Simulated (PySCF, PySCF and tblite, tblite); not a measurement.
# C6H18Si2: conformers and averaged spectra

Aim: find the conformers of C6H18Si2 (`C[Si](C)(C)[Si](C)(C)C`), weigh them, and average their properties.

Programs: PySCF 2.14.0 with density-fitted response routines of our own, and tblite 0.8.0. All values are computed, except where a source is named. Atoms count from 0 throughout.

## 1. The molecule as given

26 atoms, charge 0, multiplicity 1; geometry from: MMFF94s geometry.

Bonds of the start (Å): C0–H10 1.09, C0–H8 1.09, C0–H9 1.11, C0–Si1 1.86, C2–H11 1.11, C2–H12 1.09, C2–H13 1.09, C3–H14 1.08, C3–H15 1.10, C3–H16 1.09, C5–H17 1.10, C5–H18 1.10, C5–H19 1.09, C6–H20 1.09, C6–H21 1.09, C6–H22 1.09, C7–H23 1.09, C7–H24 1.10, C7–H25 1.08, Si1–C2 1.87, Si1–C3 1.86, Si1–Si4 2.37, Si4–C5 1.86, Si4–C6 1.87 and more.

## 2. GFN2-xTB relaxation, conformer 1

Job settings and geometry (Å):

```
{"job": {"xc": "GFN2-xTB", "basis": "xTB", "kind": "relax"}, "charge": 0, "multiplicity": 1}
C     -1.929300    -1.553600     0.102900
Si    -1.127300     0.103800     0.351000
C     -1.076900     0.563400     2.162300
C     -1.925000     1.429300    -0.678300
Si     1.120300    -0.101400    -0.356800
C      1.932000     1.549700    -0.109900
C      1.085800    -0.564300    -2.166200
C      1.929400    -1.417500     0.670500
H     -1.432700    -2.338800     0.680700
H     -2.988400    -1.520600     0.427600
H     -1.923700    -1.844600    -0.952500
H     -2.105700     0.670800     2.553600
H     -0.573500     1.520500     2.321900
H     -0.572100    -0.195000     2.755000
H     -1.910100     1.171400    -1.730900
H     -2.972700     1.560400    -0.365600
H     -1.414800     2.386700    -0.545000
H      2.982000     1.513600    -0.426700
H      1.919200     1.845600     0.953300
H      1.441800     2.336800    -0.676900
H      0.572100     0.200300    -2.756800
H      0.566500    -1.516900    -2.314000
H      2.107100    -0.666600    -2.542700
H      1.899400    -1.170200     1.728600
H      1.416200    -2.379200     0.548100
H      2.959400    -1.561000     0.380300
```

Launch:

```bash
OMP_NUM_THREADS=1 python ens_run.py task.json out
```

This one command runs the whole study; its stages follow in the order run.

What it wrote:

```text
step      E/eV     max force
  0    -691.87015    1.900
  1    -692.03759    0.680
  2    -692.06342    0.252
  3    -692.07506    0.287
  4    -692.10198    0.642
  5    -692.12483    0.632
  6    -692.14282    0.363
  7    -692.15137    0.137
  8    -692.15480    0.091
  9    -692.15665    0.122
 10    -692.15863    0.111
 11    -692.16030    0.092
 12    -692.16218    0.096
 13    -692.16500    0.169
 14    -692.16963    0.263
 15    -692.17577    0.272
 16    -692.18170    0.160
 17    -692.18643    0.125
 18    -692.19066    0.155
 19    -692.19483    0.232
 20    -692.19859    0.208
 21    -692.20182    0.109
 22    -692.20478    0.108
 23    -692.20744    0.131
 24    -692.20936    0.129
 25    -692.21016    0.059
 26    -692.21038    0.030
 27    -692.21038    0.030
 28    -692.21044    0.020
 29    -692.21053    0.008
 30    -692.21054    0.006
 31    -692.21054    0.004
 32    -692.21054    0.004
 33    -692.21055    0.003
```

Wall time 0.34 s (1 thread of Arm Neoverse V2, shared host).

Gain 0.340 eV; displacement 0.16 Å root mean square.

## 3. Shieldings, conformer 1: PBE0/pcSseg-1 in chloroform

Job settings and geometry (Å):

```
{"job": {"xc": "PBE0", "basis": "pcSseg-1", "solvent": "chloroform", "kind": "nmr", "pop": true}, "charge": 0, "multiplicity": 1}
C     -2.073178    -1.543472     0.145663
Si    -1.113399     0.099097     0.361016
C     -1.219262     0.579508     2.211424
C     -2.059978     1.438763    -0.626023
Si     1.113320    -0.096575    -0.360923
C      2.073227     1.546043    -0.145467
C      1.218943    -0.578149    -2.211172
C      2.056351    -1.437307     0.628339
H     -1.613836    -2.345439     0.715745
H     -3.103701    -1.455915     0.478527
H     -2.092390    -1.852933    -0.895034
H     -2.248725     0.668955     2.547124
H     -0.731976     1.531731     2.398574
H     -0.735446    -0.163048     2.838897
H     -2.079279     1.205136    -1.686290
H     -3.090240     1.532604    -0.294180
H     -1.592251     2.412455    -0.515434
H      3.104434     1.458221    -0.476278
H      2.090187     1.856410     0.895040
H      1.614754     2.347397    -0.717206
H      0.736551     0.164975    -2.839125
H      0.729545    -1.529449    -2.397700
H      2.248222    -0.669937    -2.546921
H      2.071242    -1.204102     1.688821
H      1.587916    -2.410426     0.515183
H      3.087924    -1.531927     0.300673
```

What it wrote:

```text
coarse grid: 20928 points
cycle   1  E = -817.7573865592  dE =  1.195e-01  |g| = 7.068e-01  |ddm| = 4.299e+00
cycle   2  E = -817.7273518022  dE =  3.003e-02  |g| = 7.797e-01  |ddm| = 1.136e+00
cycle   3  E = -817.8860428580  dE = -1.587e-01  |g| = 2.091e-02  |ddm| = 6.191e-01
cycle   4  E = -817.8861475940  dE = -1.047e-04  |g| = 1.129e-02  |ddm| = 4.629e-02
cycle   5  E = -817.8861909900  dE = -4.340e-05  |g| = 1.725e-03  |ddm| = 1.951e-02
cycle   6  E = -817.8861916199  dE = -6.299e-07  |g| = 1.912e-04  |ddm| = 2.209e-03
final grid: 187800 points
cycle   7  E = -817.9331986806  dE = -4.528e-05  |g| = 1.035e-02  |ddm| = 3.024e-02
cycle   8  E = -817.9331922238  dE =  6.457e-06  |g| = 1.160e-02  |ddm| = 1.727e-02
cycle   9  E = -817.9332261280  dE = -3.390e-05  |g| = 4.123e-04  |ddm| = 8.496e-03
cycle  10  E = -817.9332261571  dE = -2.911e-08  |g| = 1.246e-04  |ddm| = 6.181e-04
cycle  11  E = -817.9332261615  dE = -4.381e-09  |g| = 2.700e-05  |ddm| = 2.272e-04
cycle  12  E = -817.9332261617  dE = -2.296e-10  |g| = 1.871e-06  |ddm| = 4.053e-05
converged SCF energy = -817.9332261617

GIAO shielding tensors (ppm)
atom      isotropic    diamagn.    paramagn.     s11        s22        s33       span
  0 C      189.254     255.786     -66.533    186.493    187.766    193.502      7.010
  1 Si     370.238     882.341    -512.103    357.269    376.496    376.949     19.679
  2 C      189.258     255.775     -66.517    186.531    187.729    193.516      6.985
  3 C      189.250     255.785     -66.535    186.449    187.810    193.492      7.043
  4 Si     370.194     882.341    -512.147    357.061    376.458    377.062     20.002
  5 C      189.259     255.782     -66.523    186.493    187.799    193.487      6.994
  6 C      189.261     255.772     -66.510    186.487    187.788    193.509      7.021
  7 C      189.254     255.808     -66.554    186.456    187.846    193.461      7.005
  8 H       31.693      33.293      -1.599     27.008     29.695     38.376     11.368
  9 H       31.595      31.094       0.501     26.997     28.811     38.979     11.981
 10 H       31.696      33.298      -1.602     27.019     29.697     38.373     11.354
 11 H       31.595      31.088       0.506     26.995     28.811     38.978     11.983
 12 H       31.693      33.283      -1.589     27.016     29.687     38.377     11.360
 13 H       31.692      33.287      -1.595     27.004     29.696     38.374     11.370
 14 H       31.698      33.297      -1.599     27.022     29.695     38.376     11.354
 15 H       31.597      31.097       0.500     26.999     28.813     38.978     11.979
 16 H       31.696      33.295      -1.599     27.014     29.698     38.377     11.363
 17 H       31.591      31.082       0.509     26.992     28.803     38.979     11.988
 18 H       31.694      33.293      -1.600     27.011     29.703     38.367     11.356
 19 H       31.691      33.281      -1.590     27.009     29.688     38.375     11.366
 20 H       31.691      33.280      -1.589     27.008     29.689     38.376     11.368
 21 H       31.692      33.288      -1.595     27.011     29.695     38.372     11.361
 22 H       31.591      31.079       0.511     26.991     28.804     38.978     11.987
 23 H       31.695      33.306      -1.611     27.012     29.709     38.365     11.353
 24 H       31.695      33.303      -1.608     27.016     29.702     38.368     11.352
 25 H       31.593      31.094       0.499     26.995     28.801     38.983     11.989
```

It took 47 s on 1 thread of Arm Neoverse V2, shared host; peak memory 1.2 GiB.

This run: HOMO -7.12 eV, LUMO 0.99 eV; dipole 0.00 D.

## 4. The ensemble: properties at PBE0/pcSseg-1 in chloroform

Job settings and geometry (Å):

```
{"job": {"study": "conf", "smiles": "C[Si](C)(C)[Si](C)(C)C", "search": {"seed": 1740, "n_embed": 60, "ff_keep": 14, "window": 3.0, "nmax": 9, "temps": [180, 230, 298.15, 330, 400], "t_ref": 298.15, "order": 0.001}, "level": {"nmr": {"xc": "PBE0", "basis": "pcSseg-1", "solvent": "chloroform"}}, "kind": "conf"}, "charge": 0, "multiplicity": 1}
C     -2.073178    -1.543472     0.145663
Si    -1.113399     0.099097     0.361016
C     -1.219262     0.579508     2.211424
C     -2.059978     1.438763    -0.626023
Si     1.113320    -0.096575    -0.360923
C      2.073227     1.546043    -0.145467
C      1.218943    -0.578149    -2.211172
C      2.056351    -1.437307     0.628339
H     -1.613836    -2.345439     0.715745
H     -3.103701    -1.455915     0.478527
H     -2.092390    -1.852933    -0.895034
H     -2.248725     0.668955     2.547124
H     -0.731976     1.531731     2.398574
H     -0.735446    -0.163048     2.838897
H     -2.079279     1.205136    -1.686290
H     -3.090240     1.532604    -0.294180
H     -1.592251     2.412455    -0.515434
H      3.104434     1.458221    -0.476278
H      2.090187     1.856410     0.895040
H      1.614754     2.347397    -0.717206
H      0.736551     0.164975    -2.839125
H      0.729545    -1.529449    -2.397700
H      2.248222    -0.669937    -2.546921
H      2.071242    -1.204102     1.688821
H      1.587916    -2.410426     0.515183
H      3.087924    -1.531927     0.300673
```

What it wrote:

```text
conformer  sym    E(xTB)   E(DFT)   G(298.15 K)  weight  dipole/D
    1     D3d     0.000    0.000    0.000   1.0000    0.003

mean shielding (ppm) by class
class atoms           180 K      230 K   298.15 K      330 K      400 K
  0 C  0,2,3        189.256    189.256    189.256    189.256    189.256
  1 Si 1,4          370.216    370.216    370.216    370.216    370.216
  2 H  8,9,10         31.66      31.66      31.66      31.66      31.66
```

Run time: 49 s. Hardware: 1 thread of Arm Neoverse V2, shared host. This counts the runs that the step sums up.

The search (ETKDG and KDG, MMFF94s, GFN2-xTB) embedded 60 structures, kept 1 distinct ones after the force field and 1 after xTB; 1 was carried on (window 3.0 kcal/mol at the search's own energies). Energies: PBE0/pcSseg-1 in chloroform with D3(BJ).

Conformer by conformer (298 K):

| no. | group | mirror pair | ΔE xTB | ΔE DFT | ΔG | weight (%) | μ (D) | C0–Si1–Si4–C5 (°) | A, B, C (GHz) |
| --- | --- | --- | --- | --- | --- | --- | --- | --- | --- |
| 1 | D3d | no | 0.00 | 0.00 | 0.00 | 100.0 | 0.00 | -180 | 1.57, 0.88, 0.88 |

Energies in kcal/mol. ΔG holds xTB vibrations and rotation, symmetry numbers and mirror pairs.

Shifts against references run at the same level (29Si TMS 349.0, 1H TMS 31.70, 13C TMS 187.6 ppm of shielding), by class of atoms, at 298 K:

| atoms | environment | average | measured |
| --- | --- | --- | --- |
| C0, C2, C3 and 3 more | methyl carbon bonded to Si | -1.7 | – |
| H8, H9, H10 and 15 more | hydrogen on a methyl carbon bonded to Si | 0.04 | – |
| Si1, Si4 | silicon bonded to 3 C, Si | -21.2 | -19.8 |

Measured: solution; U. Herzog, Habilitationsschrift, TU Bergakademie Freiberg, 2002/2003.

## 5. Shieldings, conformer 1: PBE0/STO-3G

The job, as its differences from that of step 3:

```diff
@@ -1,2 +1,2 @@
-{"job": {"xc": "PBE0", "basis": "pcSseg-1", "solvent": "chloroform", "kind": "nmr", "pop": true}, "charge": 0, "multiplicity": 1}
+{"job": {"xc": "PBE0", "basis": "STO-3G", "kind": "nmr", "pop": false}, "charge": 0, "multiplicity": 1}
 C     -2.073178    -1.543472     0.145663
```

What it wrote:

```text
coarse grid: 20928 points
cycle   1  E = -808.5241999156  dE = -2.531e-01  |g| = 4.815e-01  |ddm| = 5.690e+00
cycle   2  E = -808.5422658106  dE = -1.807e-02  |g| = 4.172e-01  |ddm| = 1.201e+00
cycle   3  E = -808.5965081238  dE = -5.424e-02  |g| = 1.707e-02  |ddm| = 5.681e-01
cycle   4  E = -808.5966276660  dE = -1.195e-04  |g| = 4.008e-03  |ddm| = 3.904e-02
cycle   5  E = -808.5966344513  dE = -6.785e-06  |g| = 9.052e-05  |ddm| = 7.460e-03
final grid: 187800 points
cycle   6  E = -808.5488261089  dE = -1.055e-05  |g| = 6.206e-03  |ddm| = 1.918e-02
cycle   7  E = -808.5488286755  dE = -2.567e-06  |g| = 5.530e-03  |ddm| = 1.556e-02
cycle   8  E = -808.5488382604  dE = -9.585e-06  |g| = 1.432e-04  |ddm| = 7.482e-03
cycle   9  E = -808.5488382688  dE = -8.351e-09  |g| = 1.678e-05  |ddm| = 2.856e-04
cycle  10  E = -808.5488382689  dE = -1.189e-10  |g| = 7.860e-07  |ddm| = 3.329e-05
converged SCF energy = -808.5488382689

GIAO shielding tensors (ppm)
atom      isotropic    diamagn.    paramagn.     s11        s22        s33       span
  0 C      235.185     247.642     -12.457    233.832    234.486    237.237      3.405
  1 Si     519.595     874.453    -354.858    504.001    527.287    527.498     23.497
  2 C      235.180     247.626     -12.445    233.836    234.468    237.237      3.401
  3 C      235.194     247.642     -12.449    233.833    234.519    237.228      3.395
  4 Si     519.534     874.452    -354.918    503.881    527.140    527.581     23.700
  5 C      235.182     247.642     -12.460    233.818    234.489    237.237      3.419
  6 C      235.175     247.629     -12.453    233.830    234.481    237.216      3.386
  7 C      235.190     247.676     -12.486    233.809    234.508    237.253      3.443
  8 H       33.068      33.418      -0.350     27.311     30.643     41.250     13.939
  9 H       32.954      31.189       1.765     26.939     29.630     42.292     15.353
 10 H       33.069      33.422      -0.353     27.314     30.646     41.247     13.933
 11 H       32.953      31.181       1.772     26.936     29.631     42.290     15.353
 12 H       33.067      33.406      -0.339     27.315     30.637     41.249     13.934
 13 H       33.066      33.411      -0.345     27.307     30.645     41.248     13.941
 14 H       33.071      33.420      -0.349     27.317     30.644     41.252     13.935
 15 H       32.956      31.189       1.766     26.942     29.632     42.294     15.352
 16 H       33.071      33.419      -0.348     27.314     30.646     41.253     13.939
 17 H       32.952      31.178       1.774     26.940     29.626     42.290     15.350
 18 H       33.067      33.418      -0.350     27.306     30.653     41.243     13.938
 19 H       33.066      33.406      -0.340     27.313     30.637     41.249     13.936
 20 H       33.066      33.405      -0.340     27.311     30.638     41.249     13.937
 21 H       33.066      33.413      -0.347     27.308     30.645     41.245     13.938
 22 H       32.951      31.174       1.777     26.939     29.626     42.288     15.350
 23 H       33.069      33.435      -0.366     27.307     30.658     41.242     13.935
 24 H       33.069      33.432      -0.363     27.312     30.650     41.245     13.933
 25 H       32.954      31.191       1.763     26.944     29.622     42.296     15.352
```

Wall time 7.4 s (1 thread of Arm Neoverse V2, shared host); peak memory 0.6 GiB.

This run: HOMO -5.53 eV, LUMO 6.03 eV; dipole 0.00 D.

The input is unsound on purpose (minimal or split-valence basis without polarisation functions), so these values are not to be used.

## 6. Averages: properties at PBE0/STO-3G (faulty)

The job, as its differences from that of step 4:

```diff
@@ -1,2 +1,2 @@
-{"job": {"study": "conf", "smiles": "C[Si](C)(C)[Si](C)(C)C", "search": {"seed": 1740, "n_embed": 60, "ff_keep": 14, "window": 3.0, "nmax": 9, "temps": [180, 230, 298.15, 330, 400], "t_ref": 298.15, "order": 0.001}, "level": {"nmr": {"xc": "PBE0", "basis": "pcSseg-1", "solvent": "chloroform"}}, "kind": "conf"}, "charge": 0, "multiplicity": 1}
+{"job": {"study": "conf", "smiles": "C[Si](C)(C)[Si](C)(C)C", "search": {"seed": 1740, "n_embed": 60, "ff_keep": 14, "window": 3.0, "nmax": 9, "temps": [180, 230, 298.15, 330, 400], "t_ref": 298.15, "order": 0.001}, "level": {"nmr": {"xc": "PBE0", "basis": "STO-3G"}, "change": "minimal or split-valence basis without polarisation functions", "top": 3}, "kind": "conf"}, "charge": 0, "multiplicity": 1}
 C     -2.073178    -1.543472     0.145663
```

What it wrote:

```text
conformer  sym    E(xTB)   E(DFT)   G(298.15 K)  weight  dipole/D
    1     D3d     0.000    0.000    0.000   1.0000    0.004

mean shielding (ppm) by class
class atoms           180 K      230 K   298.15 K      330 K      400 K
  0 C  0,2,3        235.184    235.184    235.184    235.184    235.184
  1 Si 1,4          519.564    519.564    519.564    519.564    519.564
  2 H  8,9,10         33.03      33.03      33.03      33.03      33.03
```

It took 7.4 s on 1 thread of Arm Neoverse V2, shared host. This counts the runs that the step sums up.

These numbers rest on a deliberate fault (minimal or split-valence basis without polarisation functions) and serve as a test alone.

Against the first level, at 298 K (shifts, ppm; largest changes first):

| atoms | PBE0/pcSseg-1 in chloroform | PBE0/STO-3G (faulty) | change |
| --- | --- | --- | --- |
| Si1, Si4 | -21.2 | -10.9 | +10.3 |
| C0, C2, C3 and 3 more | -1.7 | 1.0 | +2.7 |
| H8, H9, H10 and 15 more | 0.04 | -0.01 | -0.05 |

Weights: from PBE0/pcSseg-1 in chloroform energies 1: 100 %; from PBE0/STO-3G energies 1: 100 % (with a dispersion term where the level has one and the same thermal terms, so they don't follow from the SCF energies alone). Times: 49 s and 7.4 s.

## 7. Summary of results

| quantity | value |
| --- | --- |
| conformers | 1; the first in weight is no. 1 (D3d), 100 % at 298 K |
| root-mean-square dipole | 0.00 D |
| averaged 13C shifts (PBE0/pcSseg-1 in chloroform) | -1.7 ppm |
| averaged 1H shifts (PBE0/pcSseg-1 in chloroform) | 0.04 ppm |
| averaged 29Si shifts (PBE0/pcSseg-1 in chloroform) | -21.2 ppm |

What this shows: The search found one conformer in the window, so the averages are its own values. Against 1 measured 29Si shift the average misses by 1.4 ppm. Vibration is missing from the shifts, so part of that gap is not the functional's. The level with a deliberate fault (minimal or split-valence basis without polarisation functions) differs from the sound values by up to 10.3 ppm.
